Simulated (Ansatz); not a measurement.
# MoSe: the cost of one run

Method: DFT r2SCAN+U, scalar-relativistic, plane waves, PAW, in Ansatz 0.2.0.

**1. The structure to begin with**

Symmetry: F-43m, No. 216, cubic system. The conventional cell has a = 6.422 Å, b = 6.422 Å, c = 6.422 Å, α = 90.00°, β = 90.00°, γ = 90.00°. Mo (site symmetry -43m) is surrounded by 4 Se at 2.78 Å. Se (site symmetry -43m) is surrounded by 4 Mo at 2.78 Å.

Coordinates:

```
Mo Se
1.0
     0.00000    3.21124    3.21124
     3.21124    0.00000    3.21124
     6.42249    6.42249    0.00000
Mo Se
2 2
Direct
  0.00000 0.00000 0.00000
  0.00000 0.00000 0.50000
  0.25000 0.25000 0.12500
  0.25000 0.25000 0.62500
```

**2. Volume dafm0: 1.1 V/V0**

Input file input.yaml:

```yaml
crystal:
  lattice:
    - [0.0, 3.2112430941, 3.2112430941]
    - [3.2112430941, 0.0, 3.2112430941]
    - [6.4224861883, 6.4224861883, 0.0]
  atoms:
    - { symbol: Mo, position: [1.0, 0.0, 0.0], spin: 2.0 }
    - { symbol: Se, position: [0.25, 0.25, 0.125] }
    - { symbol: Mo, position: [1.0, 0.0, 0.5], spin: -2.0 }
    - { symbol: Se, position: [0.25, 0.25, 0.625] }
basis:
  ecutwfc: 500
kpoints:
  mp_grid: { grid: [12, 12, 6] }
hamiltonian:
  xc: r2scan
  hubbard: { sites: [{ species: Mo, l: d, u_eff: 4.38 }] }
scf:
  occupations: { method: gaussian, width: 0.1 }
output:
  forces: true
  stress: true
  eigenvalues: true
  populations: true
  write_density: true
  write_potential: true
  elf: true
  volumetric_format: npy
magnetization:
  spin_polarized: true
```

Started as:

```
> ansatz run input.yaml --threads 1 --pin off --max-ram 2560MiB --backend cpu --events-out ev --progress --plain --runs-dir out
```

Q: Estimate wall time and peak memory on 1 thread of Intel Xeon 6975P-C (Granite Rapids), shared host.

About 91 s, with a peak of 1.7 GiB.
